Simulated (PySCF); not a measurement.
# The bond of GaB−, level by level

What are the lowest state that PBE0 finds, the bond length, vibrational wavenumber and bond energy of GaB−, and how much do these hang on the method?

The runs use PySCF 2.14.0; Ga aug-cc-pVDZ-PP with ECP10, B aug-cc-pVDZ, scalar-relativistic core potentials.

4 further runs of the same task are left out: 4 set aside as unsound or not needed.

## Step 1: The job

Settings of the job:

```
atoms                         : Ga, B
charge                        : -1
basis                         : Ga aug-cc-pVDZ-PP with ECP10, B aug-cc-pVDZ
Hamiltonian                   : scalar-relativistic core potentials
basis functions               : 55
electrons treated             : 27
masses in u                   : 68.9256, 11.0093
levels                        : PBE0, PBE, r²SCAN, BP86, B2PLYP, BHandHLYP, MP2, SCS-MP2, CCSD, CCSD(T)
grid                          : 80 radial by 434 angular points
occupations                   : held fixed by the projection of orbital angular momentum
dissociation limit            : Ga− + B, each in its ground configuration
starting distance in angstrom : 2.120
values of 2S to try           : 1, 3
```

Launch:

```sh
OMP_NUM_THREADS=1 python dia.py task.json out
```

After this run come: First curve: PBE0; PBE; r²SCAN; BP86; B2PLYP (double hybrid); BHandHLYP (global hybrid GGA); Correlated methods on the Hartree–Fock reference.

**Question.** What will these runs give? Wanted: for each run, Re; ωe; De; μ.

**Answer**, as computed:

Lowest PBE0 solution found, without spin–orbit coupling: ⁴Σ⁻ (quartet), unpaired electrons σ ↑, π ↑↑.

```
      level  Re (Å)  ωe (cm⁻¹)  De (eV)  μ (D)
    UHF-MP2   2.107        514     2.95    n/a
UHF-SCS-MP2   2.104        524     2.61    n/a
   UHF-CCSD   2.102        512     2.68    n/a
UHF-CCSD(T)   2.109        505     2.85    n/a
        PBE   2.104        490     3.30  -3.83
       BP86   2.107        484     3.20  -3.82
     r²SCAN   2.075        524     3.30  -3.48
       PBE0   2.083        520     3.15  -3.87
  BHandHLYP   2.077        528     2.67  -3.94
     B2PLYP   2.095        510     2.91  -3.95
```

De is counted to Ga− + B in their ground configurations. A positive dipole points from Ga to B; in an ion it is taken about the centre of mass and does not tell which atom is negative.

Differences from CCSD(T) in the same basis:

```
      level  Re (mÅ)  ωe (%)
    UHF-MP2       -3    +1.8
UHF-SCS-MP2       -5    +3.8
   UHF-CCSD       -7    +1.5
        PBE       -5    -3.0
       BP86       -2    -4.0
     r²SCAN      -34    +3.7
       PBE0      -26    +3.0
  BHandHLYP      -32    +4.5
     B2PLYP      -14    +1.1
```

Judged by CCSD(T) in the same basis: best bond length BP86 (-2 mÅ), worst r²SCAN (-34 mÅ); best wavenumber B2PLYP (+1.1 %), worst BHandHLYP (+4.5 %). CCSD(T) in a basis this small is itself some way from its limit, more so than the functionals. Among the levels with a De in the table, it runs from 2.61 eV (UHF-SCS-MP2) to 3.30 eV (r²SCAN).

Correlated steps freeze 5 core orbitals. B2PLYP dipoles, levels and charges come from its SCF part alone. With some functionals the highest level of the anion is positive, from self-interaction error or because the anion is truly unbound there; the finite basis then holds the extra electron, and no neutral molecule was run to test the binding.
